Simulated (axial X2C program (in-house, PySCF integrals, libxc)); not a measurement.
**A two-component session on RuCl: properties at the nuclei**

Wanted for RuCl: properties at the nuclei, at the two-component level.

Program: an in-house X2C program for linear molecules on PySCF integrals. Level of theory: two-component X2C with atomic mean-field terms, Ru dyall-acv3z, Cl dyall-av3z. These are calculated values, not measurements.

### 1 The job

The input, task.json:

```json
{
 "zs": [
  44,
  17
 ],
 "q": 0,
 "bas": [
  "dyall-acv3z",
  "dyall-av3z"
 ],
 "r0": 2.24,
 "levels": [
  "PBE0",
  "HF",
  "B3LYP"
 ],
 "nst": 1,
 "ff": 1,
 "thr": -3.5,
 "nmax": 130,
 "opt": {
  "ecut": 60
 }
}
```

Keys: zs atomic numbers; q charge; bas basis sets; r0 starting distance in Å; levels methods (HF also brings MP2); nst determinants followed; ff finite-field run; thr threshold in hartree for freezing inner shells (an s shell follows its p shell); nmax most natural virtual spinors; ecut virtual cutoff in hartree.

Run with:

```bash
$ python soeom.py task.json out
```

Further steps of the session: Expectation values, lowest determinant; Finite-field coupled cluster.

What does the calculation give? Wanted: lowest determinant; Eeff magnitude; Ws magnitude Ru; A∥/gI Ru; qzz Ru (for each run or level that gives them).

**Answer**, as computed:

```
                       quantity                                                       value
             lowest determinant  Ω = 7/2 (excess of +ω over −ω: ω = -1/2, ω = 3/2, ω = 5/2)
   Eeff magnitude (GV/cm), PBE0                                                        1.36
    Ws magnitude Ru (kHz), PBE0                                                        0.14
           A∥/gI Ru (MHz), PBE0                                                         142
            qzz Ru (a.u.), PBE0                                                       -0.26
Eeff magnitude (GV/cm), CCSD(T)                                                        1.97
 Ws magnitude Ru (kHz), CCSD(T)                                                       0.217
        A∥/gI Ru (MHz), CCSD(T)                                                        35.9
         qzz Ru (a.u.), CCSD(T)                                                       -0.53
```

In the first state, the effective field runs from 1.34 to 1.92 GV/cm over the mean-field levels. The expectation values come from single determinants, which for open shells can mix terms of unlike spin or miss the lowest Ω, so a determinant need not be a state. Eeff is the effective electric field on the electron dipole moment in this Ω state and Ws the scalar–pseudoscalar constant (defined with the proton number Z and per Ω); A∥ is the parallel hyperfine constant, which follows by multiplying with the nuclear g factor gI = μI/(I μN); qzz is the electric field gradient, eQq0 = 234.96 MHz × Q/barn × qzz; μ is positive if Cl is the positive end. The operators were transformed with the bare-nucleus X2C matrices. Correlation of the inner shells is missing, which matters for properties at the nucleus.
